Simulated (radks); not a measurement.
# Fractional charge and spin in the 5p shell of lanthanum

One table from this session's results is given with a row withheld; the runs are named, their logs left out.

The numbers are computed with radks (a radial shooting solver on a logarithmic mesh, Libxc functionals) version 1 (scalar-relativistic Kohn-Sham, PBE, spin-polarised, spherical densities, point nucleus), except any that are marked as measured or tabulated.

## What is computed

| Property | Result |
| --- | --- |
| element | lanthanum (Z = 57) |
| configuration | [Kr] 4d10 5s2 5d(up 1, down 1) 5p(up 3, down 3) |

A shell typed twice in an input gives spin up, then spin down.

Set-up of the first run:

The run's settings:

```text
Z 57
configuration [Kr] 4d10 5s2 5d1 5d1 5p3 5p3
relativity scalar-relativistic
functional pbe,pbe
spin polarised
nucleus point
c 137.035999084
```

Among the steps run: 5p: up 3, down 3.

One table of the session follows, with a row left open; its other results are not shown here.

It belongs to the step «5p: up 3, down 3». Sizes of the orbitals, from the radial functions (bohr):

```
level     <r>  outermost maximum (interpolated)  90 % within  nodes
   3p  0.2832                             0.255        0.424      1
   3d  0.2600                             0.210        0.407      0
   4s  0.6542                             0.608        0.939      3
   4p       ?                                 ?            ?      ?
   4d  0.7674                             0.672         1.15      1
   5s   1.563                              1.41         2.25      4
   5p   1.815                              1.59         2.65      3
   5d   2.894                              2.23         4.53      2
```

Estimate the missing values for 4p.

The run gave: <r>: 0.6931; outermost maximum (interpolated): 0.635; 90 % within: 1.01; nodes: 2. In the column «<r>» it lies between 4s (0.6542) and 4d (0.7674).
